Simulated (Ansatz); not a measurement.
# GeH₂ (singlet): from Hartree-Fock to the top rungs at distance Ge1–H3 = 5.391 Å, cc-pVDZ

How much of the correlation energy of GeH₂ (singlet) does each wave-function method recover here?

Computed with Ansatz 0.2.0, Gaussian basis. Level: cc-pVDZ, core rule «outside noble gas», up to 14 orbitals frozen.

The runs, in order: UHF; CCSD(T) on RHF; CCSD(T) on UHF; BCCD(T) on RHF; CISD; CCSDT(Q) on RHF; CCSDT(Q) on UHF; CCSDTQ on RHF; CASSCF and MRCISD+Q, 2 electrons in 2 orbitals; CASSCF and NEVPT2, 2 electrons in 2 orbitals; CASSCF and MRCISD+Q, 6 electrons in 6 orbitals; CASSCF and MRCISD+Q(relaxed), 6 electrons in 6 orbitals; CASSCF and NEVPT2, 6 electrons in 6 orbitals; Full CI.

17 further runs of the same task are left out: 1 for a mislabelled method, 13 that didn't finish, 3 set aside as unsound or not needed.

## Step 1: The system

The geometry derives from a PBE0/def2-TZVP stationary point (not a proven minimum). One bond is set to the value named and the two fragments are kept rigid. No spin-orbit coupling is included. The filled d shell of Ge may be among the frozen orbitals whatever the setting's name suggests; the logs give the count.

3 atoms, charge 0, spin multiplicity 1.

Atoms are counted from 1 here; the program's logs count them from 0.

Bond lengths: Ge1–H2 1.594 Å.

## Step 2: UHF

File in.yaml:

```yaml
crystal:
  periodic: [false, false, false]
  atoms:
    - {symbol: Ge, position_ang: [0.000000, -0.066310, -0.036451]}
    - {symbol: H, position_ang: [0.000000, 1.054540, -1.169939]}
    - {symbol: H, position_ang: [0.000000, 3.724253, 3.796892]}
basis:
  gaussian: {orbitals: cc-pVDZ}
magnetization: {spin_polarized: true, initial_magnetization: 0}
hamiltonian: {xc: hf}
output: {orbitals: {seedname: orbitals}}
```

Started as:

```bash
$ ansatz run in.yaml --threads 1 --pin off --events-out ev --progress --plain --max-ram 2393MiB
```

The runs that follow: CCSD(T) on RHF; CCSD(T) on UHF; BCCD(T) on RHF; CISD; CCSDT(Q) on RHF; CCSDT(Q) on UHF; CCSDTQ on RHF; CASSCF and MRCISD+Q, 2 electrons in 2 orbitals; CASSCF and NEVPT2, 2 electrons in 2 orbitals; CASSCF and MRCISD+Q, 6 electrons in 6 orbitals; CASSCF and MRCISD+Q(relaxed), 6 electrons in 6 orbitals; CASSCF and NEVPT2, 6 electrons in 6 orbitals; Full CI.

Q: Predict the results of all the runs planned. Wanted: FCI below the RHF energy; RMP2 from FCI; UMP2 from FCI; RCCSD from FCI; RCCSD(T) from FCI; UCCSD(T) from FCI; RCCSDT(Q) from FCI; UCCSDT(Q) from FCI; NEVPT2 pair from FCI.

The runs gave:

| quantity | value |
| --- | --- |
| FCI below the RHF energy | -6.5459 eV |
| RMP2 from FCI | +1880.0 meV |
| UMP2 from FCI | +638.4 meV |
| RCCSD from FCI | +354.8 meV |
| RCCSD(T) from FCI | -469.1 meV |
| UCCSD(T) from FCI | +10.0 meV |
| RCCSDT(Q) from FCI | -5.7 meV |
| UCCSDT(Q) from FCI | -2.7 meV |
| NEVPT2 pair from FCI | +617.5 meV |
| MRCISD+Q pair from FCI | -43.0 meV |
| NEVPT2 valence from FCI | +438.5 meV |
| levels within 1 kcal/mol (43 meV) | UCCSD(T), RCCSDT, UCCSDT, RCCSDT(Q), UCCSDT(Q), RCCSDTQ, MRCISD+Q pair, MRCISD+Q valence, MRCISD+Q(relaxed) valence |
| T1 diagnostic | 0.159 |
| effectively unpaired electrons | 2.04 |

RCCSD(T) lands -469.1 meV from the yardstick (7.2 % of the correlation energy). CCSD(T) misses by -469.1 meV on the restricted determinant and by +10.0 meV on the unrestricted one; the two need not hold the same state or core. RCCSD(T), BCCD(T), RCCSDT(Q), UCCSDT(Q), MRCISD+Q pair, MRCISD+Q valence, MRCISD+Q(relaxed) valence fall below full CI: unrestricted runs freeze a spin-polarised core, another one than full CI's, and coupled cluster isn't variational. The occupations show strong static correlation (2.0 unpaired electrons where one determinant has 0). Of the multireference levels listed MRCISD+Q valence comes nearest in total energy (-6.1 meV), which doesn't show that its space is the better one. These misses are within one basis, not against nature.
